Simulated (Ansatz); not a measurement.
# Bi2B3Br: the cost of one run

Program: Ansatz 0.2.0. Level of theory: DFT PBE, scalar-relativistic, plane waves, PAW. These are calculated values, not measurements.

### Step 1. The starting structure

Symmetry: P4/mmm, No. 123, tetragonal system. Conventional cell: a = 4.775 Å, b = 4.775 Å, c = 6.118 Å, α = 90.00°, β = 90.00°, γ = 90.00°. Around B (site symmetry 4mm) lie 1 B at 1.54 Å. B (site symmetry 4/mmm) is surrounded by 2 B at 2.29 Å. Around Bi (site symmetry mmm) lie 2 Br at 2.39 Å and 4 B at 2.51 Å. Around Br (site symmetry 4/mmm) lie 4 Bi at 2.39 Å.

As a file:

```
CELL_PARAMETERS angstrom
4.77499 0.00000 0.00000
0.00000 4.77499 0.00000
0.00000 0.00000 6.11787
ATOMIC_POSITIONS crystal
B 0.00000 0.00000 0.87400
B 0.00000 0.00000 0.12600
B 0.00000 0.00000 0.50000
Bi 0.00000 0.50000 0.00000
Bi 0.50000 0.00000 0.00000
Br 0.50000 0.50000 0.00000
```

Recipe of the guess: random cell by space group and Wyckoff sites (P4/mmm, No. 123). Lengths come from tabulated atomic sizes and are only a guess.

### Step 2. The guess as it stands, on a coarse mesh

input.yaml

```yaml
crystal:
  lattice:
    - [4.77499448, 0.0, 0.0]
    - [0.0, 4.77499448, 0.0]
    - [0.0, 0.0, 6.11787208]
  atoms:
    - { symbol: B, position: [0.0, 0.0, 0.87399975] }
    - { symbol: B, position: [0.0, 0.0, 0.12600025] }
    - { symbol: B, position: [0.0, 0.0, 0.5] }
    - { symbol: Bi, position: [0.0, 0.5, 0.0] }
    - { symbol: Bi, position: [0.5, 0.0, 0.0] }
    - { symbol: Br, position: [0.5, 0.5, 0.0] }
basis:
  ecutwfc: 420
kpoints:
  mp_grid: { grid: [4, 4, 4] }
hamiltonian:
  xc: pbe
scf:
  occupations: { method: gaussian, width: 0.1 }
  lower_state_search: "off"
output:
  forces: true
  stress: true
  eigenvalues: true
```

Command:

```bash
$ ansatz run input.yaml --threads 1 --pin off --max-ram 2560MiB --backend cpu --events-out ev --progress --plain --runs-dir out
```

Q: Estimate wall time and peak memory on 1 thread of Arm Neoverse V2, shared host.

About 3.7 s, with a peak of 0.38 GiB.
